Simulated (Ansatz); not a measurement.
# H4Si: the cost of one run

Program: Ansatz 0.2.0, Gaussian basis. Level of theory: PBE0-D4/def2-TZVP structures, single points in def2-TZVPP, no counterpoise correction. These are calculated values, not measurements.

Levels: SPW92, PBE-D4, BLYP-D4, r2SCAN-D4, B97M-V, PBE0-D4, B3LYP-D4, r2SCAN0-D4, BHLYP-D4, CAM-B3LYP-D4, wB97X-V, wB97M-V, B2PLYP, PBE-QIDH, RPA on PBE, Hartree-Fock, MP2, CCSD, CCSD(T).

Correlated methods freeze the cores. B3LYP uses VWN-RPA correlation. B2PLYP carries no dispersion term here.

93 further runs of the same task are left out: 93 set aside as unsound or not needed.

### Step 1. The starting structure

The complex: 20 atoms, charge 0, spin multiplicity 1.

Atoms are counted from 1 here; the program's logs count them from 0.

Bond lengths: Si1–H2 1.484 Å, Si1–H9 1.484 Å, Si1–H10 1.483 Å, Si1–H11 1.488 Å, H3–O4 0.959 Å, O4–Si5 1.670 Å, Si5–Si6 2.349 Å, Si5–Si7 2.340 Å, Si5–Si8 2.349 Å, Si6–H12 1.491 Å, Si6–H13 1.488 Å, Si6–H14 1.489 Å, Si7–H15 1.487 Å, Si7–H16 1.490 Å, Si7–H17 1.487 Å, Si8–H18 1.488 Å, Si8–H19 1.491 Å, Si8–H20 1.488 Å. Angles: H2–Si1–H9 110.2°, H2–Si1–H10 110.5°, H2–Si1–H11 108.6°, H9–Si1–H10 110.3°, H9–Si1–H11 108.4°, H10–Si1–H11 108.7°, H3–O4–Si5 116.9°, O4–Si5–Si6 112.1°, O4–Si5–Si7 107.8°, O4–Si5–Si8 111.5°, Si6–Si5–Si7 109.3°, Si6–Si5–Si8 107.6°, Si7–Si5–Si8 108.4°, Si5–Si6–H12 110.4°, Si5–Si6–H13 111.8°, Si5–Si6–H14 108.9°, H12–Si6–H13 108.3°, H12–Si6–H14 108.4° and more.

As a file:

```
atom    x (Å)    y (Å)    z (Å)
 Si1  -3.1620  -1.2411  -0.0594
  H2  -3.2217  -1.4577  -1.5261
  H3  -0.3285  -0.5624  -2.1455
  O4  -0.2970  -0.7902  -1.2144
 Si5   0.7197   0.1172  -0.2492
 Si6   0.1681   2.3999  -0.2844
 Si7   0.5348  -0.6902   1.9396
 Si8   2.9596  -0.0846  -0.9276
  H9  -2.7530   0.1550   0.2360
 H10  -2.2188  -2.1976   0.5695
 H11  -4.5187  -1.4642   0.5095
 H12   0.2122   2.9230  -1.6796
 H13  -1.1917   2.6480   0.2659
 H14   1.1631   3.1503   0.5302
 H15  -0.7795  -0.3606   2.5515
 H16   1.6071  -0.0305   2.7358
 H17   0.7408  -2.1625   1.9831
 H18   3.4546  -1.4797  -0.7741
 H19   3.1050   0.3076  -2.3583
 H20   3.8058   0.8203  -0.1025
```

Its parts: SiH4 holds atoms 1, 2, 9, 10, 11; Si4H10O holds atoms 3, 4, 5, 6, 7, 8, 12, 13, 14, 15, 16, 17, 18, 19, 20. Each part counts its atoms afresh in its own runs.

### Step 2. Relaxing SiH4 alone

Input file relax-a/in.yaml:

```yaml
crystal:
  periodic: [false, false, false]
  atoms:
    - {symbol: Si, position_ang: [-3.161970, -1.241097, -0.059407]}
    - {symbol: H, position_ang: [-3.221704, -1.457661, -1.526088]}
    - {symbol: H, position_ang: [-2.752976, 0.155030, 0.236029]}
    - {symbol: H, position_ang: [-2.218756, -2.197596, 0.569480]}
    - {symbol: H, position_ang: [-4.518716, -1.464181, 0.509487]}
basis:
  gaussian: {orbitals: def2-TZVP}
hamiltonian: {xc: pbe0, dispersion: d4}
relax: {f_tol: 0.005, max_steps: 200}
```

Started as:

```sh
> ansatz run in.yaml --threads 4 --pin off --events-out ev --progress --plain --max-ram 63488MiB --backend cpu
```

**Question.** How long does this run take on 4 threads of AMD EPYC 7R13, shared host?

About 1.3 s.
